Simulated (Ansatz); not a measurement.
# GeC2+ (doublet): from Hartree-Fock to the top rungs, cc-pVTZ

An exercise on one series of results from a longer session: the logs are not shown, and one member is left open.

Computed with Ansatz 0.2.0, Gaussian basis. Level: cc-pVTZ, core rule «outside noble gas», up to 16 orbitals frozen.

Plan: UHF; CCSD(T) on ROHF; CCSD(T) on UHF; BCCD(T) on ROHF; CCSDT(Q) on ROHF; CCSDT(Q) on UHF.

3 further runs of the same task are left out: 3 set aside as unsound or not needed.

### The system

The geometry is a PBE0/def2-TZVP stationary point (not a proven minimum) of the parent state, kept for this charge and spin. No spin-orbit coupling is included. The filled d shell of Ge may be among the frozen orbitals whatever the setting's name suggests; the logs give the count.

3 atoms, charge 1, spin multiplicity 2.

Atoms are counted from 1 here; the program's logs count them from 0.

Bond lengths: C1–C2 1.278 Å, C2–Ge3 1.797 Å. Angles: C1–C2–Ge3 95.5°.

Coordinates:

```xyz
3
C2Ge
C     0.00000   -0.47595    1.77224
C     0.00000    0.65383    1.17471
Ge    0.00000   -0.02941   -0.48727
```

The first run:

Contents of in.yaml:

```yaml
crystal:
  periodic: [false, false, false]
  atoms:
    - {symbol: C, position_ang: [0.000000, -0.475948, 1.772238]}
    - {symbol: C, position_ang: [0.000000, 0.653827, 1.174711]}
    - {symbol: Ge, position_ang: [0.000000, -0.029412, -0.487265]}
basis:
  gaussian: {orbitals: cc-pVTZ}
total_charge: 1
magnetization: {spin_polarized: true, initial_magnetization: 1}
hamiltonian: {xc: hf}
output: {orbitals: {seedname: orbitals}}
```

Started as:

```bash
$ ansatz run in.yaml --threads 1 --pin off --events-out ev --progress --plain --max-ram 4096MiB --backend cpu
```

Among the steps run: UHF; CCSD(T) on ROHF; CCSD(T) on UHF; BCCD(T) on ROHF; CCSDT(Q) on ROHF; CCSDT(Q) on UHF.

One table of the session follows, with a row left open; its other results are not shown here.

| method | from RCCSDT(Q) (meV) |
| --- | --- |
| ROHF | +10382.6 |
| UHF | +10005.1 |
| RMP2 | ? |
| UMP2 | +1959.4 |
| RCCSD | +753.4 |
| UCCSD | +773.9 |
| RCCSD(T) | +82.7 |
| UCCSD(T) | +141.0 |
| BCCD(T) | +72.2 |
| RCCSDT | +60.0 |
| UCCSDT | +61.8 |
| RCCSDT(Q) | 0 |
| UCCSDT(Q) | -13.1 |

**Question.** Estimate the row for RMP2.

The run gave: from RCCSDT(Q) (meV): +1183.9. In the column «from RCCSDT(Q) (meV)» it lies between UCCSD (+773.9) and UMP2 (+1959.4).

Limits of these values: Restricted and unrestricted rows rest on different reference determinants; where their highest levels disagree by more than a few hundredths of an eV, they describe different states and don't form one ladder.
